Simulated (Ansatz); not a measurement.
# GaPN (quartet): wave-function methods side by side at a displaced geometry (v2), cc-pVDZ

One table from this session's results is given with a row withheld; the runs are named, their logs left out.

Computed with Ansatz 0.2.0, Gaussian basis. Level: cc-pVDZ, core rule «outside noble gas», up to 20 orbitals frozen.

To be run: UHF; CCSD(T) on ROHF; CCSD(T) on UHF; BCCD(T) on ROHF; CISD; CCSDT(Q) on ROHF; CCSDT(Q) on UHF; CASSCF and MRCISD+Q, 9 electrons in 10 orbitals; CASSCF and NEVPT2, 9 electrons in 10 orbitals.

36 further runs of the same task are left out: 15 for a known fault of the program, 9 that didn't finish, 12 set aside as unsound or not needed.

## What is computed

The geometry is a PBE0/def2-TZVP stationary point (not a proven minimum) with its atoms shifted at random (size 0.100 Å). No spin-orbit coupling is included. The filled d shell of Ga may be among the frozen orbitals whatever the setting's name suggests; the logs give the count.

3 atoms, charge 0, spin multiplicity 4.

Atoms are counted from 1 here; the program's logs count them from 0.

Bond lengths: Ga1–P2 2.413 Å, Ga1–N3 1.850 Å, P2–N3 1.736 Å. Angles: P2–Ga1–N3 45.7°, Ga1–P2–N3 49.7°, Ga1–N3–P2 84.5°.

The first run:

in.yaml reads:

```yaml
crystal:
  periodic: [false, false, false]
  atoms:
    - {symbol: Ga, position_ang: [0.055298, 0.094440, 0.818059]}
    - {symbol: P, position_ang: [-0.109576, 0.293482, -1.581145]}
    - {symbol: N, position_ang: [-0.032955, -1.119098, -0.575692]}
basis:
  gaussian: {orbitals: cc-pVDZ}
magnetization: {spin_polarized: true, initial_magnetization: 3}
hamiltonian: {xc: hf}
output: {orbitals: {seedname: orbitals}}
```

On the command line:

```bash
$ ansatz run in.yaml --threads 1 --pin off --events-out ev --progress --plain --max-ram 2393MiB
```

Among the steps run: UHF; CCSD(T) on ROHF; CCSD(T) on UHF; BCCD(T) on ROHF; CISD; CCSDT(Q) on ROHF; CCSDT(Q) on UHF; CASSCF and MRCISD+Q, 9 electrons in 10 orbitals; CASSCF and NEVPT2, 9 electrons in 10 orbitals.

One table of the session follows, with a row left open; its other results are not shown here.

It belongs to the step «Misses and costs». 

| method | from RCCSDT(Q) (meV) |
| --- | --- |
| ROHF | +9494.7 |
| UHF | +8866.3 |
| RMP2 | +973.9 |
| UMP2 | +1369.3 |
| RCCSD | +548.2 |
| UCCSD | +505.2 |
| RCCSD(T) | +81.8 |
| UCCSD(T) | ? |
| BCCD(T) | +79.7 |
| RCCSDT | +56.3 |
| UCCSDT | +42.4 |
| RCCSDT(Q) | 0 |
| UCCSDT(Q) | -15.6 |
| CASSCF valence | +6305.3 |
| NEVPT2 valence | +1172.5 |
| MRCISD valence | +654.4 |
| MRCISD+Q valence | +92.6 |

**Question.** Estimate the row for UCCSD(T).

The run gave: from RCCSDT(Q) (meV): +91.9. In the column «from RCCSDT(Q) (meV)» it lies between RCCSD(T) (+81.8) and MRCISD+Q valence (+92.6).

Not comparable, so not listed: CISD (they don't share determinant, frozen orbitals or solution with the rows shown, or repeat one).

Limits of these values: Warnings: spin contamination; large T1 diagnostic. Restricted and unrestricted rows rest on different reference determinants; where their highest levels disagree by more than a few hundredths of an eV, they describe different states and don't form one ladder.
